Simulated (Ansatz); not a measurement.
# NaN: the cost of one run

Program: Ansatz 0.2.0. Level of theory: DFT PBE, scalar-relativistic, plane waves, PAW. These are calculated values, not measurements.

### Step 1. Starting point

The structure is hexagonal, space group P6_3mc (No. 186). The conventional cell has a = 3.283 Å, b = 3.283 Å, c = 5.334 Å, α = 90.00°, β = 90.00°, γ = 120.00°. Na (site symmetry 3m) is surrounded by 4 N at 2.00 to 2.01 Å. Around N (site symmetry 3m) lie 4 Na at 2.00 to 2.01 Å.

Structure file:

```
Na N
1.0
     3.28339    0.00000    0.00000
    -1.64169    2.84350    0.00000
     0.00000    0.00000    5.33395
Na N
2 2
Direct
  0.33333 0.66667 0.00000
  0.66667 0.33333 0.50000
  0.33333 0.66667 0.37500
  0.66667 0.33333 0.87500
```

A structure generator made this guess: species swapped into a database cell of GaN (P6_3mc, No. 186), with Na on the Ga sites. Lengths come from tabulated atomic sizes and are only a guess.

### Step 2. Probe: one point on a coarse mesh

Input file input.yaml:

```yaml
crystal:
  lattice:
    - [3.28338559, 0.0, 0.0]
    - [-1.64169279, 2.84349533, 0.0]
    - [0.0, 0.0, 5.33395258]
  atoms:
    - { symbol: Na, position: [0.33333333, 0.66666667, 0.0] }
    - { symbol: Na, position: [0.66666667, 0.33333333, 0.5] }
    - { symbol: "N", position: [0.33333333, 0.66666667, 0.375] }
    - { symbol: "N", position: [0.66666667, 0.33333333, 0.875] }
basis:
  ecutwfc: 420
kpoints:
  mp_grid: { grid: [6, 6, 4] }
hamiltonian:
  xc: pbe
scf:
  occupations: { method: gaussian, width: 0.1 }
  lower_state_search: "off"
output:
  forces: true
  stress: true
  eigenvalues: true
```

The run is started by

```
ansatz run input.yaml --threads 1 --pin off --max-ram 2048MiB --backend cpu --events-out ev --progress --plain --runs-dir out
```

**Question.** How long does this run take on 1 thread of Arm Neoverse V1, shared host, and how much memory does it need?

About 1.8 s, with a peak of 0.28 GiB.
